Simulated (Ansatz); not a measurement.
Crystal: NiMoIrPdW.

```
Ni Mo Pd Ir W
1.0
     2.76616    0.00000    0.00000
    -1.38308    2.39557    0.00000
     0.00000    0.00000   11.02292
Ni Mo Pd Ir W
1 1 1 1 1
Cartesian
  0.0000 1.5971 6.5820
  0.0000 0.0000 4.5276
  1.3831 0.7985 8.7654
  1.3831 0.7985 2.2002
  0.0000 1.5971 10.9936
```

The cell was built by a generator and needn't be a form met in nature.

```yaml
Program: Ansatz 0.2.0
Task: single point
Functional: PBE
Potentials_or_basis: Ansatz PAW
Cutoff: "420 eV (not typed: the program's choice for these potentials)"
k_mesh: 11 × 11 × 3
Occupations: fermi-dirac, width 0.05 eV
Spin: collinear spin, ferromagnetic start
Starting_moments: "[1.0, 1.0, 0.0, 0.6, 0.0] μB"
```

On this cell: pressure 0.1 GPa; largest force 0.161 eV/Å; net moment 0.00 μB per cell; band gap on the k mesh none (metal or under the smearing width).

The same run follows on a disturbed copy (atoms moved at random, drawn with an rms of 0.05 Å):

```xyz
5
Lattice="2.7662 0.0000 0.0000 -1.3831 2.3956 0.0000 0.0000 0.0000 11.0229" Properties=species:S:1:pos:R:3 pbc="T T T"
Ni   -0.0218    1.5799    6.5773
Mo    0.0483    0.0077    4.5040
Pd    1.3894    0.8121    8.7874
Ir    1.3827    0.8304    2.1810
W     0.0053    1.5781   10.9919
```

Task: What changes?

Result: The energy (extrapolated to zero smearing) moves by +3.5 meV/atom; pressure 0.8 GPa; largest force 0.358 eV/Å; net moment 0.00 μB per cell; band gap on the k mesh none (metal or under the smearing width).

Forces on the atoms (eV/Å):
```
Ni   0.074  0.046 -0.059
Mo  -0.145  0.001  0.112
Pd  -0.013 -0.091 -0.346
Ir   0.075 -0.180  0.162
W    0.009  0.224  0.131
```

Stress tensor (GPa, compression positive):
```
 1.18 -0.21 -0.13
-0.21  0.83 -0.24
-0.13 -0.24  0.31
```

Caveats: the starting moments weren't kept.
